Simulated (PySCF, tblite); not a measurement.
# C6H11F3: geometry, infrared bands and NMR shifts

Aim: predict the infrared bands and NMR shifts of C6H11F3 (`C[C@@H](CF)C[C@H](F)CF`).

Programs: tblite 0.8.0 and PySCF 2.14.0, with density-fitted response routines of our own. Each step states its level of theory. These are calculated values for one molecule in the gas phase, unless marked as measured. Atoms count from 0, in the outputs and in this text.

### 1 Starting geometry

20 atoms, charge 0, multiplicity 1; geometry from: force field or distance geometry start.

Bonds of the start (Å): C0–C1 1.52, C1–C2 1.52, C2–F3 1.37, C1–C4 1.54, C4–C5 1.52, C5–F6 1.36, C5–C7 1.54, C7–F8 1.35, C0–H9 1.11, C0–H10 1.09, C0–H11 1.09, C1–H12 1.11, C2–H13 1.09, C2–H14 1.10, C4–H15 1.10, C4–H16 1.10, C5–H17 1.09, C7–H18 1.09, C7–H19 1.09.

### 2 Geometry optimisation with GFN2-xTB

What the job is given:

```
{"job": {"kind": "relax", "xc": "GFN2-xTB", "basis": "xTB"}, "charge": 0, "multiplicity": 1}
C     -2.280400     0.588500     0.457700
C     -1.082700    -0.326800     0.286400
C     -1.188700    -1.131800    -0.997600
F     -1.027600    -0.283500    -2.067600
C      0.214400     0.503600     0.374300
C      1.485400    -0.309300     0.152900
F      1.490000    -1.349200     1.029000
C      2.754900     0.524300     0.377500
F      2.715300     1.116000     1.595500
H     -3.223900     0.012800     0.468200
H     -2.237600     1.140700     1.401800
H     -2.351400     1.317200    -0.355200
H     -1.089900    -1.040500     1.142400
H     -0.438100    -1.916700    -1.070300
H     -2.185200    -1.589200    -1.094200
H      0.250600     0.980600     1.368300
H      0.181700     1.319300    -0.368700
H      1.521100    -0.739800    -0.852000
H      2.843300     1.308300    -0.375800
H      3.643600    -0.113800     0.354600
```

Launch:

```
$ OMP_NUM_THREADS=1 python probes_run.py task.json out
```

One launch serves the whole session: the jobs run in the order shown.

**Question.** This job is followed by: GFN2-xTB harmonic vibrations, gas phase; GIAO PBE0/pcSseg-1 NMR shielding, non-relativistic, gas phase. What will the session give for the following? strongest single infrared mode (GFN2-xTB); zero-point energy (GFN2-xTB); ¹³C shifts against TMS (PBE0/pcSseg-1); ¹H shifts against TMS (PBE0/pcSseg-1, means over atoms taken as alike); ¹⁹F shifts against CFCl3 (PBE0/pcSseg-1).

The runs gave:

| quantity | value |
| --- | --- |
| strongest single infrared mode (GFN2-xTB) | 1015 cm⁻¹, 59 km/mol |
| zero-point energy (GFN2-xTB) | 102.1 kcal/mol |
| ¹³C shifts against TMS (PBE0/pcSseg-1) | 93.8, 89.1, 87.4, 33.7, 33.7, 21.0 ppm |
| ¹H shifts against TMS (PBE0/pcSseg-1, means over atoms taken as alike) | 5.30, 5.02, 4.75, 4.61, 4.58, 2.41, 1.84, 1.44, 1.22 ppm |
| ¹⁹F shifts against CFCl3 (PBE0/pcSseg-1) | -223.3, -266.8, -272.9 ppm |

**Reading.** Relaxing lowered the energy by 0.069 eV in 43 steps; the close pair that moved most is C5–F6, from 1.360 to 1.384 Å. All 54 modes are real, so the xTB geometry is a minimum. The strongest single mode, at 1015 cm⁻¹, is spread over several atoms, C2, C5, F3, H16 among them. GFN2-xTB is a fitted tight-binding method: band positions and strengths are rough. Its intensities can rank the bands wrongly. At PBE0/pcSseg-1: Shielding is most anisotropic at C2 (span 87 ppm, paramagnetic term -143 ppm).
